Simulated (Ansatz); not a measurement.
C2H6SSi, SMILES C[SiH]1CS1, a polarisability from point charges

Run with the Python package of Ansatz (0.2.0).

`field_c2h6ssi.py`:
```python
'''Response of C2H6SSi to a pair of distant point charges.'''

import warnings

import ansatz as az
import numpy as np

warnings.simplefilter('ignore', az.DeckWarning)

geometry_ang = [
    ('C', [-0.8024, 1.2374, 0.1042]),
    ('Si', [0.4413, 0.1333, -0.4822]),
    ('C', [0.7666, -1.3869, 0.4033]),
    ('S', [-0.3865, -1.8424, -0.6266]),
    ('H', [-1.7302, 1.2529, -0.5745]),
    ('H', [-1.188, 1.0602, 1.1052]),
    ('H', [-0.463, 2.3179, 0.1119]),
    ('H', [1.1084, 0.4045, -1.8092]),
    ('H', [1.7673, -1.8323, 0.2705]),
    ('H', [0.5696, -1.3957, 1.5004]),
]
geometry = az.Crystal.molecule()
for symbol, xyz in geometry_ang:
    geometry = geometry.atom(symbol, xyz)

model = (
    geometry.calculation()
    .basis(gaussian='def2-SVPD')
    .correlation('mp2', electrons='valence')
    .forces()
)
# charges +q and -q at -R and +R make a nearly even field 2 k q / R^2 at the centre
centre = np.mean([site.position_ang for site in geometry.cartesian_sites], axis=0)
field = 2 * 14.399645 * 2.0 / 30.0 ** 2


def dipole(axis, sign):
    arm = 30.0 * np.eye(3)[axis]
    pair = [{'charge': sign * 2.0, 'position_ang': (centre - arm).tolist()}, {'charge': -sign * 2.0, 'position_ang': (centre + arm).tolist()}]
    deck = model.input().set(az.key.basis.gaussian.point_charges, pair)
    return np.array(az.Session.from_dict(deck).plan().execute().report['charge_distribution']['dipole_moment_e_ang'])


print(f'field {field:.4f} V/A')
alpha = np.array([(dipole(axis, 1) - dipole(axis, -1)) / (2 * field) * 14.399645 for axis in range(3)])
print('polarisability tensor (A^3)')
print(np.array2string(alpha, precision=3, suppress_small=True))
print(f'mean {np.trace(alpha) / 3:.3f} A^3 = {np.trace(alpha) / 3 / 0.14818471:.2f} bohr^3')
```

Running `python field_c2h6ssi.py` prints:
```text
field 0.0640 V/A
polarisability tensor (A^3)
[[ 9.718  0.527  0.091]
 [ 0.538 12.832  0.173]
 [ 0.082  0.154  9.2  ]]
mean 10.583 A^3 = 71.42 bohr^3
```

These settings explore the input space; basis and method may be short of convergence. The geometry is a force-field or estimated start, not a minimum of this method, and the basis set is short of its limit. The field of two point charges is only nearly even. Wall time of the script: 43 s on 1 thread of Arm Neoverse V2 (shared host), peak memory 0.49 GiB.

(Lines on the test bed's own set-up are left out of the output.)
